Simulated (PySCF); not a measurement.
# C3H7BF2: NMR shifts at several levels of theory, part 2 of 2

PySCF 2.14.0. Atoms count from 0.

## 8. Nuclear shieldings: KT2/pcSseg-1

What the job is given:

```
{"job": {"kind": "nmr", "xc": "KT2", "basis": "pcSseg-1", "pop": false}, "charge": 0, "multiplicity": 1}
C     -0.324236     1.369769     0.144127
C     -0.005256    -0.022625    -0.415184
B      1.512743    -0.328461    -0.151670
F      2.417255     0.037130    -1.045105
C     -0.881375    -1.086578     0.208766
F     -0.502361    -2.326997    -0.254816
H      0.264976     2.148877    -0.361435
H     -1.388636     1.620896     0.007003
H     -0.107000     1.434750     1.223111
H     -0.180023    -0.017089    -1.505810
H      1.926361    -0.828382     0.872929
H     -0.778381    -1.082293     1.308902
H     -1.947334    -0.935782    -0.037591
```

With the program's defaults for keys left out, this is: GIAO KT2/pcSseg-1 NMR shielding, non-relativistic, gas phase.

Output:

```text
coarse grid: 10856 points
cycle   1  E = -347.9899674000  dE =  4.162e-01  |g| = 8.519e-01  |ddm| = 2.962e+00
cycle   2  E = -347.6869886678  dE =  3.030e-01  |g| = 1.615e+00  |ddm| = 2.046e+00
cycle   3  E = -348.1039741882  dE = -4.170e-01  |g| = 1.988e-01  |ddm| = 1.482e+00
cycle   4  E = -348.1119712835  dE = -7.997e-03  |g| = 6.369e-02  |ddm| = 1.968e-01
cycle   5  E = -348.1127884967  dE = -8.172e-04  |g| = 1.270e-02  |ddm| = 5.560e-02
cycle   6  E = -348.1128145056  dE = -2.601e-05  |g| = 6.588e-03  |ddm| = 1.350e-02
cycle   7  E = -348.1128222699  dE = -7.764e-06  |g| = 1.457e-03  |ddm| = 4.935e-03
final grid: 105648 points
cycle   8  E = -348.1970525873  dE = -1.125e-04  |g| = 3.906e-02  |ddm| = 4.561e-02
cycle   9  E = -348.1963360673  dE =  7.165e-04  |g| = 7.704e-02  |ddm| = 7.345e-02
cycle  10  E = -348.1972868043  dE = -9.507e-04  |g| = 2.312e-03  |ddm| = 5.230e-02
cycle  11  E = -348.1972877623  dE = -9.580e-07  |g| = 7.906e-04  |ddm| = 2.189e-03
cycle  12  E = -348.1972878597  dE = -9.738e-08  |g| = 2.515e-04  |ddm| = 7.611e-04
cycle  13  E = -348.1972878714  dE = -1.177e-08  |g| = 4.868e-05  |ddm| = 2.181e-04
cycle  14  E = -348.1972878719  dE = -4.620e-10  |g| = 1.514e-05  |ddm| = 5.397e-05
converged SCF energy = -348.1972878719

GIAO shielding tensors (ppm)
atom      isotropic    diamagn.    paramagn.     s11        s22        s33       span
  0 C      177.289     248.394     -71.105    165.955    177.537    188.374     22.419
  1 C      151.471     253.812    -102.341    139.643    155.331    159.441     19.798
  2 B       46.273     192.781    -146.508     -9.110     65.534     82.396     91.505
  3 F      155.012     467.527    -312.515    -41.319     42.972    463.384    504.703
  4 C       94.829     244.376    -149.547     54.993     76.024    153.469     98.476
  5 F      391.026     473.005     -81.979    345.811    371.155    456.113    110.301
  6 H       30.384      29.377       1.006     25.723     28.336     37.092     11.369
  7 H       30.338      29.459       0.878     26.256     27.913     36.845     10.589
  8 H       30.611      30.171       0.441     26.606     28.615     36.612     10.006
  9 H       29.742      32.151      -2.409     26.992     28.649     33.584      6.592
 10 H       25.623      28.949      -3.326     23.283     24.962     28.624      5.341
 11 H       26.551      29.829      -3.278     22.922     27.523     29.210      6.288
 12 H       26.648      29.060      -2.412     22.819     27.650     29.476      6.657
```

Run time: 26 s. Hardware: 1 thread of Arm Neoverse N1, shared host; peak memory 0.69 GiB.

This run: δ C4 88.4, C1 31.7, C0 5.9, B2 53.6, H10 5.56, H11 4.63 ppm.

## 9. NMR shieldings: KT3/pcSseg-1

Settings changed since step 8:

```diff
@@ -1,2 +1,2 @@
-{"job": {"kind": "nmr", "xc": "KT2", "basis": "pcSseg-1", "pop": false}, "charge": 0, "multiplicity": 1}
+{"job": {"kind": "nmr", "xc": "KT3", "basis": "pcSseg-1", "pop": false}, "charge": 0, "multiplicity": 1}
 C     -0.324236     1.369769     0.144127
```

With the program's defaults for keys left out, this is: GIAO KT3/pcSseg-1 NMR shielding, non-relativistic, gas phase.

Output:

```text
coarse grid: 10856 points
cycle   1  E = -347.5987897413  dE =  3.938e-01  |g| = 8.660e-01  |ddm| = 2.977e+00
cycle   2  E = -347.3027607696  dE =  2.960e-01  |g| = 1.601e+00  |ddm| = 2.107e+00
cycle   3  E = -347.7177444582  dE = -4.150e-01  |g| = 1.938e-01  |ddm| = 1.514e+00
cycle   4  E = -347.7253749119  dE = -7.630e-03  |g| = 6.341e-02  |ddm| = 2.000e-01
cycle   5  E = -347.7262019337  dE = -8.270e-04  |g| = 1.175e-02  |ddm| = 5.521e-02
cycle   6  E = -347.7262256489  dE = -2.372e-05  |g| = 6.061e-03  |ddm| = 1.299e-02
cycle   7  E = -347.7262325025  dE = -6.854e-06  |g| = 1.318e-03  |ddm| = 4.517e-03
final grid: 105648 points
cycle   8  E = -347.8001753316  dE = -1.281e-04  |g| = 3.726e-02  |ddm| = 5.254e-02
cycle   9  E = -347.7996320108  dE =  5.433e-04  |g| = 6.975e-02  |ddm| = 6.959e-02
cycle  10  E = -347.8003711569  dE = -7.391e-04  |g| = 3.054e-03  |ddm| = 4.801e-02
cycle  11  E = -347.8003732146  dE = -2.058e-06  |g| = 6.709e-04  |ddm| = 2.904e-03
cycle  12  E = -347.8003732925  dE = -7.789e-08  |g| = 1.919e-04  |ddm| = 6.872e-04
cycle  13  E = -347.8003732989  dE = -6.370e-09  |g| = 5.488e-05  |ddm| = 1.764e-04
cycle  14  E = -347.8003732994  dE = -5.673e-10  |g| = 1.333e-05  |ddm| = 4.446e-05
converged SCF energy = -347.8003732994

GIAO shielding tensors (ppm)
atom      isotropic    diamagn.    paramagn.     s11        s22        s33       span
  0 C      174.739     247.504     -72.766    163.636    174.217    186.363     22.727
  1 C      151.617     252.936    -101.320    140.925    154.807    159.119     18.195
  2 B       48.762     192.966    -144.204     -3.862     66.912     83.236     87.098
  3 F      169.580     467.492    -297.912    -22.017     68.908    461.848    483.866
  4 C       95.365     243.953    -148.588     56.550     77.241    152.303     95.753
  5 F      389.422     473.021     -83.599    347.856    371.011    449.398    101.542
  6 H       30.495      29.538       0.957     25.983     28.493     37.009     11.026
  7 H       30.455      29.586       0.869     26.481     28.102     36.781     10.299
  8 H       30.729      30.326       0.403     26.854     28.769     36.563      9.709
  9 H       29.887      32.246      -2.358     27.137     28.794     33.730      6.593
 10 H       25.966      29.254      -3.288     23.742     25.273     28.882      5.139
 11 H       26.769      30.009      -3.240     23.158     27.751     29.399      6.241
 12 H       26.854      29.186      -2.332     23.024     27.860     29.678      6.654
```

Wall time 26 s (1 thread of Arm Neoverse N1, shared host); peak memory 0.69 GiB.

This run: δ C4 86.9, C1 30.7, C0 7.6, B2 51.7, H10 5.35, H11 4.55 ppm.

## 10. Shielding tensors: B97-D/pcSseg-1

Settings changed since step 9:

```diff
@@ -1,2 +1,2 @@
-{"job": {"kind": "nmr", "xc": "KT3", "basis": "pcSseg-1", "pop": false}, "charge": 0, "multiplicity": 1}
+{"job": {"kind": "nmr", "xc": "B97-D", "basis": "pcSseg-1", "pop": false}, "charge": 0, "multiplicity": 1}
 C     -0.324236     1.369769     0.144127
```

Method: GIAO B97-D/pcSseg-1 NMR shielding, non-relativistic, gas phase.

Output:

```text
coarse grid: 10856 points
cycle   1  E = -342.7368537174  dE =  3.503e-01  |g| = 7.789e-01  |ddm| = 2.994e+00
cycle   2  E = -342.5152317785  dE =  2.216e-01  |g| = 1.420e+00  |ddm| = 1.740e+00
cycle   3  E = -342.8365528070  dE = -3.213e-01  |g| = 1.696e-01  |ddm| = 1.191e+00
cycle   4  E = -342.8421466943  dE = -5.594e-03  |g| = 5.530e-02  |ddm| = 1.631e-01
cycle   5  E = -342.8427689961  dE = -6.223e-04  |g| = 9.249e-03  |ddm| = 4.612e-02
cycle   6  E = -342.8427823761  dE = -1.338e-05  |g| = 5.263e-03  |ddm| = 1.019e-02
cycle   7  E = -342.8427876446  dE = -5.268e-06  |g| = 1.099e-03  |ddm| = 3.846e-03
final grid: 105648 points
cycle   8  E = -342.8752426056  dE = -3.914e-05  |g| = 2.957e-02  |ddm| = 3.670e-02
cycle   9  E = -342.8748727904  dE =  3.698e-04  |g| = 5.685e-02  |ddm| = 5.374e-02
cycle  10  E = -342.8753666446  dE = -4.939e-04  |g| = 1.874e-03  |ddm| = 3.765e-02
cycle  11  E = -342.8753672984  dE = -6.538e-07  |g| = 6.637e-04  |ddm| = 1.641e-03
cycle  12  E = -342.8753673710  dE = -7.260e-08  |g| = 1.495e-04  |ddm| = 6.187e-04
cycle  13  E = -342.8753673747  dE = -3.671e-09  |g| = 4.075e-05  |ddm| = 1.539e-04
cycle  14  E = -342.8753673750  dE = -3.647e-10  |g| = 8.435e-06  |ddm| = 3.666e-05
converged SCF energy = -342.8753673750

GIAO shielding tensors (ppm)
atom      isotropic    diamagn.    paramagn.     s11        s22        s33       span
  0 C      171.578     247.223     -75.645    160.494    171.249    182.990     22.496
  1 C      147.947     252.538    -104.592    136.919    151.347    155.573     18.654
  2 B       44.913     191.987    -147.073     -9.992     64.348     80.383     90.375
  3 F      172.049     466.822    -294.773    -16.129     64.825    467.451    483.580
  4 C       89.500     243.395    -153.895     49.423     70.945    148.132     98.710
  5 F      394.705     472.456     -77.751    353.581    376.649    453.885    100.304
  6 H       30.570      29.524       1.045     26.106     28.615     36.989     10.883
  7 H       30.517      29.574       0.942     26.585     28.210     36.755     10.170
  8 H       30.792      30.337       0.455     26.955     28.874     36.548      9.593
  9 H       29.977      32.128      -2.151     27.287     28.981     33.662      6.375
 10 H       25.970      29.403      -3.433     23.711     25.345     28.853      5.141
 11 H       26.749      29.963      -3.215     23.109     27.710     29.427      6.318
 12 H       26.851      29.110      -2.259     23.015     27.947     29.591      6.577
```

Run time: 25 s. Hardware: 1 thread of Arm Neoverse N1, shared host; peak memory 0.69 GiB.

This run: δ C4 89.7, C1 31.2, C0 7.6, B2 53.3, H10 5.44, H11 4.66 ppm.

## 11. Shielding tensors: B3LYP/pcSseg-1

Settings changed since step 10:

```diff
@@ -1,2 +1,2 @@
-{"job": {"kind": "nmr", "xc": "B97-D", "basis": "pcSseg-1", "pop": false}, "charge": 0, "multiplicity": 1}
+{"job": {"kind": "nmr", "xc": "B3LYP", "basis": "pcSseg-1", "pop": false}, "charge": 0, "multiplicity": 1}
 C     -0.324236     1.369769     0.144127
```

Level: GIAO B3LYP/pcSseg-1 NMR shielding, non-relativistic, gas phase.

Output:

```text
coarse grid: 10856 points
cycle   1  E = -342.9679209307  dE =  4.222e-01  |g| = 6.745e-01  |ddm| = 2.936e+00
cycle   2  E = -342.8861377747  dE =  8.178e-02  |g| = 1.021e+00  |ddm| = 1.182e+00
cycle   3  E = -343.0438665778  dE = -1.577e-01  |g| = 9.162e-02  |ddm| = 7.291e-01
cycle   4  E = -343.0452934583  dE = -1.427e-03  |g| = 3.885e-02  |ddm| = 8.860e-02
cycle   5  E = -343.0456065369  dE = -3.131e-04  |g| = 4.882e-03  |ddm| = 3.030e-02
cycle   6  E = -343.0456097898  dE = -3.253e-06  |g| = 2.751e-03  |ddm| = 4.679e-03
final grid: 105648 points
cycle   7  E = -343.0966007362  dE = -4.416e-05  |g| = 4.400e-03  |ddm| = 1.767e-02
cycle   8  E = -343.0965973820  dE =  3.354e-06  |g| = 5.858e-03  |ddm| = 7.421e-03
cycle   9  E = -343.0966053639  dE = -7.982e-06  |g| = 6.020e-04  |ddm| = 4.455e-03
cycle  10  E = -343.0966054096  dE = -4.571e-08  |g| = 2.710e-04  |ddm| = 6.048e-04
cycle  11  E = -343.0966054206  dE = -1.104e-08  |g| = 3.910e-05  |ddm| = 1.640e-04
cycle  12  E = -343.0966054209  dE = -2.859e-10  |g| = 1.609e-05  |ddm| = 4.486e-05
converged SCF energy = -343.0966054209

GIAO shielding tensors (ppm)
atom      isotropic    diamagn.    paramagn.     s11        s22        s33       span
  0 C      172.518     246.703     -74.185    161.345    172.613    183.595     22.250
  1 C      147.882     251.911    -104.029    136.327    151.596    155.723     19.396
  2 B       39.855     191.101    -151.246    -20.446     60.454     79.559    100.005
  3 F      173.026     467.098    -294.072    -21.823     68.639    472.262    494.085
  4 C       89.347     242.777    -153.430     49.118     70.337    148.585     99.467
  5 F      404.253     472.836     -68.583    365.349    384.622    462.787     97.438
  6 H       30.554      29.421       1.133     25.950     28.533     37.178     11.228
  7 H       30.530      29.490       1.040     26.469     28.180     36.940     10.471
  8 H       30.808      30.195       0.614     26.828     28.843     36.753      9.925
  9 H       29.994      31.987      -1.993     27.182     28.967     33.834      6.652
 10 H       25.955      29.207      -3.252     23.682     25.295     28.889      5.207
 11 H       26.828      29.829      -3.001     23.128     27.875     29.480      6.352
 12 H       26.908      29.052      -2.144     23.055     27.973     29.695      6.641
```

Wall time 18 s (1 thread of Arm Neoverse N1, shared host); peak memory 0.72 GiB.

In short: δ C4 89.9, C1 31.4, C0 6.7, B2 58.0, H10 5.43, H11 4.56 ppm.

## 12. Run by run: NMR shifts

Shifts (ppm) of some atoms, chosen among heavy atoms and hydrogens apart, with basis size and wall time:

| run | C4 | C1 | H10 | H11 | B2 | F3 | F5 | functions | time |
| --- | --- | --- | --- | --- | --- | --- | --- | --- | --- |
| HF/pcSseg-1 | 78.6 | 23.4 | 5.04 | 4.21 | 54.3 | -0.8 | -194.4 | 137 | 8.6 s |
| LDA/pcSseg-1 | 94.8 | 34.2 | 5.89 | 4.86 | 62.9 | 10.0 | -259.8 | 137 | 21 s |
| PBE/pcSseg-1 | 91.6 | 32.7 | 5.68 | 4.72 | 57.7 | 0.2 | -247.7 | 137 | 26 s |
| BLYP/pcSseg-1 | 93.1 | 33.9 | 5.55 | 4.70 | 57.7 | -4.2 | -244.5 | 137 | 26 s |
| BP86/pcSseg-1 | 91.5 | 32.5 | 5.67 | 4.72 | 56.9 | -5.2 | -249.4 | 137 | 25 s |
| OPBE/pcSseg-1 | 86.8 | 29.5 | 5.59 | 4.64 | 53.2 | -7.6 | -238.7 | 137 | 26 s |
| KT2/pcSseg-1 | 88.4 | 31.7 | 5.56 | 4.63 | 53.6 | -16.4 | -252.5 | 137 | 26 s |
| KT3/pcSseg-1 | 86.9 | 30.7 | 5.35 | 4.55 | 51.7 | -20.1 | -240.0 | 137 | 26 s |
| B97-D/pcSseg-1 | 89.7 | 31.2 | 5.44 | 4.66 | 53.3 | -17.3 | -239.9 | 137 | 25 s |
| B3LYP/pcSseg-1 | 89.9 | 31.4 | 5.43 | 4.56 | 58.0 | -1.1 | -232.3 | 137 | 18 s |

## 13. Outcome

The summary covers parts 1 to 2.

| quantity | value |
| --- | --- |
| 13C shifts against TMS (HF/pcSseg-1) | 78.6, 23.4, 6.3 ppm |
| 1H shifts against TMS (HF/pcSseg-1, means over atoms taken as alike) | 5.04, 4.23, 4.21, 1.18, 0.78 ppm |
| 11B shifts against BF3·OEt2 (HF/pcSseg-1) | 54.3 ppm |
| 19F shifts against CFCl3 (HF/pcSseg-1) | -0.8, -194.4 ppm |
| range of the shift of F5 | -259.8 to -194.4 ppm |

In words: Single values in the summary come from the first run of each kind that ended normally (HF/pcSseg-1), which need not be the best level. The most deshielded carbon is C4 (sp3 CH2 bonded to F), at 78.6 ppm: deshielded by the electronegative neighbour. At HF/pcSseg-1: Shielding is most anisotropic at F3 (span 419 ppm, paramagnetic term -220 ppm). In ppm, F5 moves most: its shift spreads over 65.3 ppm, from -259.8 (LDA/pcSseg-1) to -194.4 (HF/pcSseg-1).
